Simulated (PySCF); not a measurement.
# HgH₂: one geometry, many levels of theory

How much do the numbers for HgH₂ (singlet) hang on the method? All levels run at one geometry, the PBE0 minimum.

Program: PySCF 2.14.0. Level of theory: several methods, basis Hg def2-TZVP with ECP60, H def2-TZVP, scalar-relativistic core potentials, no spin–orbit coupling, density fitting. These are calculated values, not measurements.

## Step 1: The system as given

3 atoms, charge 0, spin multiplicity 1.

Bond lengths: Hg1–H2 1.649 Å, Hg1–H3 1.649 Å. Angles: H2–Hg1–H3 180.0°.

```xyz
3
charge 0 multiplicity 1
Hg    0.0000    0.0000    0.0000
H     0.0000    0.0000    1.6486
H     0.0000    0.0000   -1.6486
```

## Step 2: PBE0

The steps are one call of a driver around PySCF; scf.py gives each level's set-up. Each SCF starts from the density of the minimum. The driver also runs the species with one electron less or more at the same geometry (cation multiplicity 2); their logs are not shown.

Contents of scf.py:

```python
from pyscf import gto, scf, dft
mol = gto.M(atom='''
Hg    -0.000000     0.000000    -0.000000
H     -0.000000     0.000000     1.648628
H      0.000000    -0.000000    -1.648628''',
    basis={'Hg': 'def2-TZVP', 'H': 'def2-TZVP'},
    ecp={'Hg': 'def2-TZVP'},
    charge=0, spin=0)
mf = dft.RKS(mol, xc='PBE0')
mf.grids.atom_grid = (99, 590)
aux = {'Hg': 'def2-universal-JKFIT', 'H': 'def2-universal-JKFIT'}
mf = mf.density_fit(auxbasis=aux)
mf.kernel()
```

The program printed:

```text
init E= -154.653321325781
  HOMO = -0.297353146733591  LUMO = -0.0287169957854682  gap/eV = 7.30996
cycle= 1 E= -154.653321325784  delta_E= -3.33e-12  |g|= 5.65e-07  |ddm|= 3.02e-06
  HOMO = -0.297352836963702  LUMO = -0.0287169842978969  gap/eV = 7.30995
Extra cycle  E= -154.653321325784  delta_E= 6.54e-13  |g|= 4.79e-07  |ddm|= 1.39e-06
converged SCF energy = -154.653321325784
```

This level, with the species of one electron less or more, ran for 0.7 s (4 threads, shared host).

* energy: -154.653321 Eh
* one electron less (charge +1): -154.263752 Eh (doublet, ⟨S²⟩ 0.77)
* Mulliken charge of Hg1: +0.20 e

## Step 3: CCSD(T)

Changes to scf.py since step 2:

```diff
@@ -9,2 +9 @@
-mf = dft.RKS(mol, xc='PBE0')
-mf.grids.atom_grid = (99, 590)
+mf = scf.RHF(mol)
@@ -13,0 +13,3 @@
+from pyscf import cc
+mycc = cc.CCSD(mf, frozen=0).run()
+mycc.ccsd_t()
```

The program printed, shortened:

```text
[... the frontier levels of the middle cycles are left out ...]
init E= -153.637555875232
  HOMO = -0.394497948628355  LUMO = 0.0449833626480928  gap/eV = 11.95890
cycle= 1 E= -153.648656267244  delta_E= -0.0111  |g|= 0.0482  |ddm|= 0.422
  HOMO = -0.395550789882264  LUMO = 0.0442502380497384  gap/eV = 11.96760
cycle= 2 E= -153.649589088041  delta_E= -0.000933  |g|= 0.0137  |ddm|= 0.125
  HOMO = -0.397365279498383  LUMO = 0.0432203275650792  gap/eV = 11.98895
cycle= 3 E= -153.649702546521  delta_E= -0.000113  |g|= 0.00748  |ddm|= 0.0386
cycle= 4 E= -153.64971599775  delta_E= -1.35e-05  |g|= 0.000889  |ddm|= 0.015
cycle= 5 E= -153.649716711495  delta_E= -7.14e-07  |g|= 0.000189  |ddm|= 0.00346
cycle= 6 E= -153.64971673474  delta_E= -2.32e-08  |g|= 1.26e-05  |ddm|= 0.000486
cycle= 7 E= -153.649716734838  delta_E= -9.88e-11  |g|= 1.99e-06  |ddm|= 3.41e-05
  HOMO = -0.397327097682375  LUMO = 0.0431453117510714  gap/eV = 11.98586
Extra cycle  E= -153.649716734841  delta_E= -2.53e-12  |g|= 6.46e-07  |ddm|= 7.36e-06
converged SCF energy = -153.649716734841
CCSD nocc = 11, nmo = 55
Init t2, MP2 energy = -154.119589046314  E_corr(MP2) -0.469872311472719
RCCSD converged
E(RCCSD) = -154.0968328140033  E_corr = -0.4471160791623779
RCCSD(T) correction = -0.0107895230608527
```

This level, with the species of one electron less or more, took 14 s.

* energy: -154.107622 Eh
* one electron less (charge +1): -153.719926 Eh (doublet, ⟨S²⟩ 0.84)
* MP2 correlation in its own fitting basis (same spin, opposite spin): -0.47004 Eh (-0.15709, -0.31295)
* CCSD, (T): -0.44712, -0.01079 Eh; T1 0.016, D1 0.065

## Step 4: HF

Changes to scf.py since step 3:

```diff
@@ -13,3 +12,0 @@
-from pyscf import cc
-mycc = cc.CCSD(mf, frozen=0).run()
-mycc.ccsd_t()
```

The SCF cycles repeat those of step 3.

This level, with the species of one electron less or more, took under 0.5 s.

| Quantity | Value |
| --- | --- |
| energy | -153.649717 Eh |
| one electron less (charge +1) | -153.288243 Eh (doublet, ⟨S²⟩ 0.84) |
| Mulliken charge of Hg1 | +0.32 e |

## Step 5: PBE

Changes to scf.py since step 4:

```diff
@@ -9 +9,2 @@
-mf = scf.RHF(mol)
+mf = dft.RKS(mol, xc='PBE')
+mf.grids.atom_grid = (99, 590)
```

The program printed:

```text
init E= -154.688375026207
  HOMO = -0.252975026823788  LUMO = -0.0514540587283897  gap/eV = 5.48366
cycle= 1 E= -154.689846808082  delta_E= -0.00147  |g|= 0.0344  |ddm|= 0.192
  HOMO = -0.258429241839154  LUMO = -0.0542153427319962  gap/eV = 5.55694
cycle= 2 E= -154.689611459841  delta_E= 0.000235  |g|= 0.052  |ddm|= 0.0764
  HOMO = -0.256575006008766  LUMO = -0.0526511989082737  gap/eV = 5.54905
cycle= 3 E= -154.690058553979  delta_E= -0.000447  |g|= 0.00127  |ddm|= 0.0459
  HOMO = -0.256022534391406  LUMO = -0.0525929579860454  gap/eV = 5.53560
cycle= 4 E= -154.690059285798  delta_E= -7.32e-07  |g|= 0.000267  |ddm|= 0.00245
  HOMO = -0.25604786400388  LUMO = -0.0525804721376411  gap/eV = 5.53663
cycle= 5 E= -154.690059305329  delta_E= -1.95e-08  |g|= 2.39e-05  |ddm|= 0.000442
  HOMO = -0.256051876516442  LUMO = -0.0525838634608773  gap/eV = 5.53665
cycle= 6 E= -154.690059305487  delta_E= -1.58e-10  |g|= 8.2e-07  |ddm|= 4.38e-05
  HOMO = -0.256051935630384  LUMO = -0.0525837101529706  gap/eV = 5.53665
Extra cycle  E= -154.690059305487  delta_E= -8.53e-14  |g|= 4.59e-07  |ddm|= 3.07e-06
converged SCF energy = -154.690059305487
```

This level, with the species of one electron less or more, took 1.4 s.

* energy: -154.690059 Eh
* one electron less (charge +1): -154.303128 Eh (doublet, ⟨S²⟩ 0.76)
* Mulliken charge of Hg1: +0.18 e

## Step 6: r2SCAN

Changes to scf.py since step 5:

```diff
@@ -9 +9 @@
-mf = dft.RKS(mol, xc='PBE')
+mf = dft.RKS(mol, xc='R2SCAN')
```

The program printed:

```text
init E= -154.725867159251
  HOMO = -0.267002008578394  LUMO = -0.0384823125756382  gap/eV = 6.21834
cycle= 1 E= -154.726523550461  delta_E= -0.000656  |g|= 0.0134  |ddm|= 0.15
  HOMO = -0.266182512094097  LUMO = -0.0368236831549103  gap/eV = 6.24117
cycle= 2 E= -154.726498264749  delta_E= 2.53e-05  |g|= 0.0183  |ddm|= 0.0265
  HOMO = -0.26650135791998  LUMO = -0.0374335358796313  gap/eV = 6.23325
cycle= 3 E= -154.72655325031  delta_E= -5.5e-05  |g|= 0.000307  |ddm|= 0.0163
  HOMO = -0.266376752293188  LUMO = -0.0373615324026918  gap/eV = 6.23182
cycle= 4 E= -154.726553274866  delta_E= -2.46e-08  |g|= 6.57e-05  |ddm|= 0.000527
  HOMO = -0.266387416406238  LUMO = -0.0373615448592861  gap/eV = 6.23211
cycle= 5 E= -154.72655327592  delta_E= -1.05e-09  |g|= 6.55e-06  |ddm|= 0.000118
  HOMO = -0.266384938654319  LUMO = -0.0373614070646591  gap/eV = 6.23205
cycle= 6 E= -154.726553275937  delta_E= -1.71e-11  |g|= 1.47e-06  |ddm|= 1.53e-05
  HOMO = -0.26638490349128  LUMO = -0.0373611041224225  gap/eV = 6.23206
Extra cycle  E= -154.726553275937  delta_E= -1.42e-13  |g|= 2.17e-06  |ddm|= 5.11e-06
converged SCF energy = -154.726553275937
```

This level, with the species of one electron less or more, ran for 2.2 s (4 threads, shared host).

- energy: -154.726553 Eh
- one electron less (charge +1): -154.337850 Eh (doublet, ⟨S²⟩ 0.77)
- Mulliken charge of Hg1: +0.21 e

## Step 7: B3LYP

Changes to scf.py since step 6:

```diff
@@ -9 +9 @@
-mf = dft.RKS(mol, xc='R2SCAN')
+mf = dft.RKS(mol, xc='B3LYP')
```

The program printed:

```text
init E= -154.72018638743
  HOMO = -0.290107753971003  LUMO = -0.0379831511815693  gap/eV = 6.86066
cycle= 1 E= -154.720736591322  delta_E= -0.00055  |g|= 0.00928  |ddm|= 0.0911
  HOMO = -0.292040379070519  LUMO = -0.0402648583394271  gap/eV = 6.85116
cycle= 2 E= -154.720734390618  delta_E= 2.2e-06  |g|= 0.0126  |ddm|= 0.0295
  HOMO = -0.29168594357124  LUMO = -0.0397762808715601  gap/eV = 6.85481
cycle= 3 E= -154.720762643997  delta_E= -2.83e-05  |g|= 0.000682  |ddm|= 0.0112
  HOMO = -0.291639178835072  LUMO = -0.0396357451498415  gap/eV = 6.85736
cycle= 4 E= -154.720762819337  delta_E= -1.75e-07  |g|= 7.05e-05  |ddm|= 0.00161
  HOMO = -0.291623760192202  LUMO = -0.0396399053241391  gap/eV = 6.85683
cycle= 5 E= -154.720762820968  delta_E= -1.63e-09  |g|= 1.15e-05  |ddm|= 0.000142
  HOMO = -0.291628826756053  LUMO = -0.0396410146092049  gap/eV = 6.85694
cycle= 6 E= -154.720762821009  delta_E= -4.1e-11  |g|= 5.85e-07  |ddm|= 1.53e-05
  HOMO = -0.291628621069937  LUMO = -0.039641026743485  gap/eV = 6.85693
Extra cycle  E= -154.720762821008  delta_E= 3.69e-13  |g|= 4.23e-07  |ddm|= 1.65e-06
converged SCF energy = -154.720762821008
```

This level, with the species of one electron less or more, took 1.4 s.

```
energy                        : -154.720763 Eh
one electron less (charge +1) : -154.327764 Eh (doublet, ⟨S²⟩ 0.77)
Mulliken charge of Hg1        : +0.23 e
```

## Step 8: TPSSh

Changes to scf.py since step 7:

```diff
@@ -9 +9 @@
-mf = dft.RKS(mol, xc='B3LYP')
+mf = dft.RKS(mol, xc='TPSSH')
```

The program printed:

```text
init E= -154.614844977281
  HOMO = -0.27984727925849  LUMO = -0.037075070866077  gap/eV = 6.60617
cycle= 1 E= -154.615219681212  delta_E= -0.000375  |g|= 0.0318  |ddm|= 0.076
  HOMO = -0.27877044803156  LUMO = -0.0389598673272167  gap/eV = 6.52558
cycle= 2 E= -154.615087589882  delta_E= 0.000132  |g|= 0.0437  |ddm|= 0.0758
  HOMO = -0.277971632273023  LUMO = -0.0375893637345723  gap/eV = 6.54113
cycle= 3 E= -154.615407631873  delta_E= -0.00032  |g|= 0.000841  |ddm|= 0.0387
  HOMO = -0.278192116722316  LUMO = -0.0375233899888689  gap/eV = 6.54893
cycle= 4 E= -154.615407940759  delta_E= -3.09e-07  |g|= 0.000117  |ddm|= 0.00183
  HOMO = -0.278170177991725  LUMO = -0.0375212992148306  gap/eV = 6.54839
cycle= 5 E= -154.615407943595  delta_E= -2.84e-09  |g|= 1.11e-05  |ddm|= 0.000172
  HOMO = -0.278172556206806  LUMO = -0.0375222862538983  gap/eV = 6.54843
cycle= 6 E= -154.615407943623  delta_E= -2.79e-11  |g|= 1e-06  |ddm|= 1.65e-05
  HOMO = -0.278172202181485  LUMO = -0.0375221525985757  gap/eV = 6.54842
Extra cycle  E= -154.615407943622  delta_E= 5.12e-13  |g|= 1.31e-06  |ddm|= 2.22e-06
converged SCF energy = -154.615407943622
```

This level, with the species of one electron less or more, took 2.3 s.

- energy: -154.615408 Eh
- one electron less (charge +1): -154.227777 Eh (doublet, ⟨S²⟩ 0.77)
- Mulliken charge of Hg1: +0.21 e

## Step 9: MP2

Changes to scf.py since step 8:

```diff
@@ -9,2 +9 @@
-mf = dft.RKS(mol, xc='TPSSH')
-mf.grids.atom_grid = (99, 590)
+mf = scf.RHF(mol)
@@ -13,0 +13,2 @@
+from pyscf.mp import dfmp2
+dfmp2.DFMP2(mf, frozen=0).kernel()  # the driver gives MP2 a fitting basis of its own (RI)
```

The SCF cycles repeat those of step 3.

This level, with the species of one electron less or more, took under 0.5 s.

| Property | Result |
| --- | --- |
| energy | -154.119760 Eh |
| one electron less (charge +1) | -153.732907 Eh (doublet, ⟨S²⟩ 0.84) |
| MP2 correlation in its own fitting basis (same spin, opposite spin) | -0.47004 Eh (-0.15709, -0.31295) |

## Step 10: TPSS

Changes to scf.py since step 9:

```diff
@@ -9 +9,2 @@
-mf = scf.RHF(mol)
+mf = dft.RKS(mol, xc='TPSS')
+mf.grids.atom_grid = (99, 590)
@@ -13,2 +13,0 @@
-from pyscf.mp import dfmp2
-dfmp2.DFMP2(mf, frozen=0).kernel()  # the driver gives MP2 a fitting basis of its own (RI)
```

The program printed:

```text
init E= -154.622028257785
  HOMO = -0.26326784086442  LUMO = -0.0456328698016563  gap/eV = 5.92215
cycle= 1 E= -154.622859769689  delta_E= -0.000832  |g|= 0.0503  |ddm|= 0.132
  HOMO = -0.263473921702053  LUMO = -0.0489336467016042  gap/eV = 5.83794
cycle= 2 E= -154.622335220723  delta_E= 0.000525  |g|= 0.0763  |ddm|= 0.121
  HOMO = -0.262057640978618  LUMO = -0.046650895109943  gap/eV = 5.86152
cycle= 3 E= -154.623321990772  delta_E= -0.000987  |g|= 0.00134  |ddm|= 0.0684
  HOMO = -0.26224849721898  LUMO = -0.0465627485153402  gap/eV = 5.86911
cycle= 4 E= -154.623322646398  delta_E= -6.56e-07  |g|= 0.000103  |ddm|= 0.00282
  HOMO = -0.262213009898866  LUMO = -0.0465662037765587  gap/eV = 5.86805
cycle= 5 E= -154.623322650552  delta_E= -4.15e-09  |g|= 1.67e-05  |ddm|= 0.000215
  HOMO = -0.262218677400753  LUMO = -0.0465678878208907  gap/eV = 5.86816
cycle= 6 E= -154.623322650634  delta_E= -8.23e-11  |g|= 1.16e-06  |ddm|= 2.66e-05
  HOMO = -0.262218060641757  LUMO = -0.0465675595670253  gap/eV = 5.86815
Extra cycle  E= -154.623322650634  delta_E= 4.83e-13  |g|= 1.75e-06  |ddm|= 3.41e-06
converged SCF energy = -154.623322650634
```

This level, with the species of one electron less or more, ran for 2.5 s (4 threads, shared host).

- energy: -154.623323 Eh
- one electron less (charge +1): -154.236550 Eh (doublet, ⟨S²⟩ 0.77)
- Mulliken charge of Hg1: +0.20 e

## Step 11: BHandHLYP

Changes to scf.py since step 10:

```diff
@@ -9 +9 @@
-mf = dft.RKS(mol, xc='TPSS')
+mf = dft.RKS(mol, xc='BHANDHLYP')
```

The program printed:

```text
init E= -154.524602769346
  HOMO = -0.336687096041495  LUMO = -0.00959985619160748  gap/eV = 8.90050
cycle= 1 E= -154.525965138224  delta_E= -0.00136  |g|= 0.0213  |ddm|= 0.174
  HOMO = -0.335753496828922  LUMO = -0.0100553587357859  gap/eV = 8.86270
cycle= 2 E= -154.526004084908  delta_E= -3.89e-05  |g|= 0.0159  |ddm|= 0.0495
  HOMO = -0.336647348069042  LUMO = -0.0106676967741997  gap/eV = 8.87036
cycle= 3 E= -154.526043747821  delta_E= -3.97e-05  |g|= 0.00244  |ddm|= 0.0132
  HOMO = -0.33673996143455  LUMO = -0.0106802982695061  gap/eV = 8.87254
cycle= 4 E= -154.526044892227  delta_E= -1.14e-06  |g|= 8.7e-05  |ddm|= 0.00483
  HOMO = -0.33672800071033  LUMO = -0.0106928354829038  gap/eV = 8.87187
cycle= 5 E= -154.526044897508  delta_E= -5.28e-09  |g|= 1.65e-05  |ddm|= 0.0003
  HOMO = -0.336731029126605  LUMO = -0.0106922521532404  gap/eV = 8.87197
cycle= 6 E= -154.526044897642  delta_E= -1.34e-10  |g|= 2.07e-06  |ddm|= 4.13e-05
  HOMO = -0.336730562578279  LUMO = -0.0106921867020268  gap/eV = 8.87196
Extra cycle  E= -154.526044897644  delta_E= -2.56e-12  |g|= 9.08e-07  |ddm|= 3.67e-06
converged SCF energy = -154.526044897644
```

This level, with the species of one electron less or more, took 1.3 s.

| Property | Result |
| --- | --- |
| energy | -154.526045 Eh |
| one electron less (charge +1) | -154.136148 Eh (doublet, ⟨S²⟩ 0.78) |
| Mulliken charge of Hg1 | +0.26 e |

## Step 12: The ladder

| level | atomisation energy (kJ/mol) | vertical ionisation energy (eV) | −ε(HOMO) (eV) | gap (eV) | wall time |
| --- | --- | --- | --- | --- | --- |
| PBE0 | 358 | 10.60 | 8.09 | 7.31 | 0.7 s |
| CCSD(T) | 340 | 10.55 | – | – | 14 s |
| HF | 252 | 9.84 | 10.81 | 11.99 | under 0.5 s |
| PBE | 352 | 10.53 | 6.97 | 5.54 | 1.4 s |
| r2SCAN | 375 | 10.58 | 7.25 | 6.23 | 2.2 s |
| B3LYP | 359 | 10.69 | 7.94 | 6.86 | 1.4 s |
| TPSSh | 384 | 10.55 | 7.57 | 6.55 | 2.3 s |
| MP2 | 309 | 10.53 | – | – | under 0.5 s |
| TPSS | 382 | 10.52 | 7.14 | 5.87 | 2.5 s |
| BHandHLYP | 361 | 10.61 | 9.16 | 8.87 | 1.3 s |

Times are for 4 threads, shared host; PBE0 starts from its own converged density, so its time is not comparable. A dash stands where a species or a free atom was not run at that level, or the quantity is not defined.

Atomisation goes to high-spin atoms in their ground configurations, run at the same level, without zero-point energy.

## Step 13: Results

| quantity | value |
| --- | --- |
| atomisation energy, CCSD(T) in this basis | 340 kJ/mol |
| vertical ionisation energy, CCSD(T) | 10.55 eV |
| gap, range | 5.54 (PBE) to 11.99 (HF) eV |
| T1, D1 | 0.016, 0.065 |
| T1, D1 of the cation | 0.020, 0.105 |

In words: The functionals' atomisation energies stand +12 kJ/mol (PBE) to +44 kJ/mol (TPSSh) from CCSD(T); part of that is the slow basis convergence of CCSD(T), which would bind more at its limit. HF lacks the correlation that pairing electrons in bonds brings, so it binds too weakly, by 89 kJ/mol even against this CCSD(T). For the vertical ionisation energy, TPSSh comes nearest to CCSD(T) (-0.00 eV) and HF is farthest (-0.71 eV). CCSD(T) took 14 s, about 6 times as long as TPSSh (2.3 s), which misses it by 0.00 eV. The PBE orbital energy is a poor guide to ionisation (7.0 eV, 3.6 eV too small); the difference of PBE energies gives 10.5 eV. A two-component treatment could change these values noticeably.
